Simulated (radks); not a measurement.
**Nb²⁺ in [Ar] 3d10 4s1 4p6 4d3 5p1: an all-electron calculation**

The task here is to estimate one member of a computed series from the others.

The numbers are computed with radks (a radial shooting solver on a logarithmic mesh, Libxc functionals) version 1 (Dirac Kohn-Sham, AM05, spin-unpolarised, spherical densities, point nucleus; open shells are shared between the two j in proportion to 2j + 1), except any that are marked as measured or tabulated.

**What is computed**

* element: niobium (Z = 41)
* charge: +2
* electrons: 39
* configuration: [Ar] 3d10 4s1 4p6 4d3 5p1

Outer shells as boxes (Hund's rule):

Nb²⁺
```
[Ar] core
3d [↑↓][↑↓][↑↓][↑↓][↑↓]
4s [↑ ]
4p [↑↓][↑↓][↑↓]
4d [↑ ][↑ ][↑ ][  ][  ]
5p [↑ ][  ][  ]
```

The first run:

Settings of this run:

```text
Z 41
configuration [Ar] 3d10 4s1 4p6 4d3 5p1
relativity Dirac
functional am05,am05
spin unpolarised
j_filling average
nucleus point
c 137.035999084
```

One of the session's tables, all rows but one given; the rest of the session is left out.

It belongs to the step «Shells». Radial moments (bohr):

| level | <r> | outermost maximum (interpolated) | 90 % within | nodes |
| --- | --- | --- | --- | --- |
| 1s1/2 | 0.03612 | 0.0235 | 0.0647 | 0 |
| 2s1/2 | 0.1579 | 0.133 | 0.244 | 1 |
| 2p1/2 | 0.1347 | 0.104 | 0.220 | 0 |
| 2p3/2 | 0.1392 | 0.108 | 0.226 | 0 |
| 3s1/2 | 0.4434 | 0.396 | 0.656 | 2 |
| 3p1/2 | 0.4387 | 0.383 | 0.665 | 1 |
| 3p3/2 | 0.4493 | 0.393 | 0.680 | 1 |
| 3d3/2 | 0.4305 | 0.332 | 0.691 | 0 |
| 3d5/2 | ? | ? | ? | ? |
| 4s1/2 | 1.139 | 1.02 | 1.66 | 3 |
| 4p1/2 | 1.243 | 1.09 | 1.83 | 2 |
| 4p3/2 | 1.270 | 1.12 | 1.87 | 2 |
| 4d3/2 | 1.697 | 1.37 | 2.63 | 1 |
| 4d5/2 | 1.709 | 1.38 | 2.65 | 1 |
| 5p1/2 | 3.388 | 3.04 | 4.89 | 3 |
| 5p3/2 | 3.450 | 3.11 | 4.98 | 3 |

**Question.** Estimate the row for 3d5/2.

The run gave: <r>: 0.4340; outermost maximum (interpolated): 0.335; 90 % within: 0.696; nodes: 0. In the column «<r>» it lies between 3d3/2 (0.4305) and 3p1/2 (0.4387).
